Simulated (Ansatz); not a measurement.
# GeH7NOSi, SMILES N[SiH2][O][GeH3]: energies of removing a hydrogen

Run with Ansatz's Python interface.

`geh7nosi.py`
```python
'''Cost of removing each kind of hydrogen from GeH7NOSi, fragments frozen.'''

import ansatz as az


def energy_of(molecule, charge=0, unpaired=0):
    calc = (
        molecule.calculation()
        .basis(gaussian='def2-SVP')
        .functional('B3LYP')
    )
    if charge:
        calc = calc.charge(charge)
    if unpaired:
        calc = calc.spin('collinear', total=unpaired)
    report = calc.run(threads=1).report
    if report['published_state_doubts']:
        print('  doubts:', report['published_state_doubts'])
    return report['free_energy_ev']

def without(molecule, index):
    rest = az.Crystal.molecule()
    for i, site in enumerate(molecule.cartesian_sites):
        if i != index:
            rest = rest.atom(site.symbol, site.position_ang)
    return rest

geometry = (
    az.Crystal.molecule()
    .atom('N', (-1.8435, 1.4578, 0.5485))
    .atom('Si', (-0.48, 0.41, 0.6228))
    .atom('O', (-0.0661, -0.0701, -0.9792))
    .atom('Ge', (1.4559, -1.1397, -0.7604))
    .atom('H', (-2.643, 0.9716, 0.0199))
    .atom('H', (-1.6203, 2.3165, -0.0811))
    .atom('H', (0.6666, 1.1315, 1.2654))
    .atom('H', (-0.7915, -0.7494, 1.4232))
    .atom('H', (1.8598, -1.6244, -2.1062))
    .atom('H', (2.5462, -0.3787, -0.0538))
    .atom('H', (0.9812, -2.3822, 0.1216))
)

whole = energy_of(geometry, 0)
hydrogen = energy_of(az.Crystal.molecule().atom('H', (0, 0, 0)), 0, 1)
print(f'E(molecule) = {whole:.5f} eV, E(H) = {hydrogen:.5f} eV')
for index in [5, 7, 10]:
    radical = energy_of(without(geometry, index), 0, 1)
    print(f'H{index}: homolysis {23.060548 * (radical + hydrogen - whole):.1f} kcal/mol')
    anion = energy_of(without(geometry, index), -1)
    print(f'H{index}: loss of a proton {23.060548 * (anion - whole):.1f} kcal/mol')
```

Output of `python geh7nosi.py`:
```text
E(molecule) = -68037.87373 eV, E(H) = -13.63995 eV
H5: homolysis 113.2 kcal/mol
H5: loss of a proton 397.7 kcal/mol
H7: homolysis 95.5 kcal/mol
H7: loss of a proton 407.1 kcal/mol
H10: homolysis 86.2 kcal/mol
H10: loss of a proton 383.1 kcal/mol
```

Reading the output:
- Total energies depend on the basis set; only differences at equal settings carry meaning.
- The geometry is a force-field or estimated start, not a minimum of this method, and the basis set is short of its limit. All parts are taken at fixed geometry, without zero-point energy.
- b3lyp holds the VWN-RPA fit, as in Gaussian; the form of ORCA and Turbomole is b3lyp5.
- Anions want diffuse functions, which this basis lacks.
- Wall time of the script: 35 s on 1 thread of Arm Neoverse V2, on a shared host, peak memory 0.39 GiB.
